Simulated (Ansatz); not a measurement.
# Hf2SnC: structure and electronic properties

Aim: for Hf2SnC, find the equilibrium cell and see whether it has a gap, which orbitals make up the states near it and how charge is shared.

Method: DFT LDA, scalar-relativistic, plane waves, PAW, in Ansatz 0.2.0.

## 1. The structure to begin with

The structure is hexagonal, space group P6_3/mmc (No. 194). Conventional cell: a = 3.327 Å, b = 3.327 Å, c = 14.416 Å, α = 90.00°, β = 90.00°, γ = 120.00°. Around Hf (site symmetry 3m) lie 3 C at 2.27 Å. Sn (site symmetry -6m2) is surrounded by 6 Hf at 3.06 Å and 6 Sn at 3.33 Å. C (site symmetry -3m) has 6 Hf at 2.27 Å as nearest neighbours.

Structure file:

```cif
data_structure
_symmetry_space_group_name_H-M 'P 1'
_symmetry_Int_Tables_number 1
_cell_length_a 3.3268
_cell_length_b 3.3268
_cell_length_c 14.4163
_cell_angle_alpha 90.000
_cell_angle_beta 90.000
_cell_angle_gamma 120.000
_cell_volume 138.18
loop_
_atom_site_label
_atom_site_type_symbol
_atom_site_fract_x
_atom_site_fract_y
_atom_site_fract_z
_atom_site_occupancy
Hf1 Hf 0.33333 0.66667 0.08439 1
Hf2 Hf 0.66667 0.33333 0.58439 1
Hf3 Hf 0.66667 0.33333 0.91561 1
Hf4 Hf 0.33333 0.66667 0.41561 1
Sn1 Sn 0.33333 0.66667 0.75000 1
Sn2 Sn 0.66667 0.33333 0.25000 1
C1 C 0.00000 0.00000 0.00000 1
C2 C 0.00000 0.00000 0.50000 1
```

Source of the structure: the Materials Project (structure only).

(A quick probe on a coarse mesh, which set the mesh and smearing, is not shown.)

## 3. Relaxing cell and atoms

Contents of input.yaml:

```yaml
crystal:
  lattice:
    - [3.3267918323, 0.0, 0.0]
    - [-1.6633959161, 2.8810862398, 0.0]
    - [0.0, 0.0, 14.41627952]
  atoms:
    - { symbol: Hf, position: [0.33333333, 0.66666667, 0.08438765] }
    - { symbol: Hf, position: [0.66666667, 0.33333333, 0.58438765] }
    - { symbol: Hf, position: [0.66666667, 0.33333333, 0.91561235] }
    - { symbol: Hf, position: [0.33333333, 0.66666667, 0.41561235] }
    - { symbol: Sn, position: [0.33333333, 0.66666667, 0.75] }
    - { symbol: Sn, position: [0.66666667, 0.33333333, 0.25] }
    - { symbol: C, position: [0.0, 0.0, 0.0] }
    - { symbol: C, position: [0.0, 0.0, 0.5] }
basis:
  ecutwfc: 420
kpoints:
  mp_grid: { grid: [12, 12, 4] }
hamiltonian:
  xc: lda
scf:
  occupations: { method: gaussian, width: 0.1 }
output:
  forces: true
  stress: true
  eigenvalues: true
relax:
  adjacent_minimum: "off"
  f_tol: 0.005
  max_steps: 80
  cell: { stress_tol: 0.05 }
```

On the command line:

```console
$ ansatz run input.yaml --threads 2 --pin off --max-ram 5120MiB --backend cpu --events-out ev --progress --plain --runs-dir out
```

The session goes on with these runs: static run: bands, density of states and charges.

Q: Predict the outcome of this session. Wanted: relaxed cell; volume; formation energy; gap; states at the Fermi level; Bader charges.

**Answer**, as computed:

| quantity | value |
| --- | --- |
| relaxed cell | a = 3.282 Å, b = 3.282 Å, c = 14.193 Å, α = 90.00°, β = 90.00°, γ = 120.00° |
| space group (0.01 Å) | P6_3/mmc (No. 194) |
| volume | 16.55 Å³/atom |
| formation energy (elements from runs with the same settings, not shown) | -0.86 eV/atom |
| gap | none (metal) |
| states at the Fermi level | 2.78 per eV per cell |
| Bader charges | Hf +1.42, Sn -0.81, C -2.03 e |

What this shows: Relaxation lowered the volume by 4.2 %. Bands cross the Fermi level: a metal at this level of theory. Of the projected weight within 0.25 eV of the Fermi level, the largest part is Hf 5d (74 %). Bader charges reach 2.0 e, so charge transfer in this metal is strong. These runs have no spin-orbit coupling; with Hf it would split and shift bands.
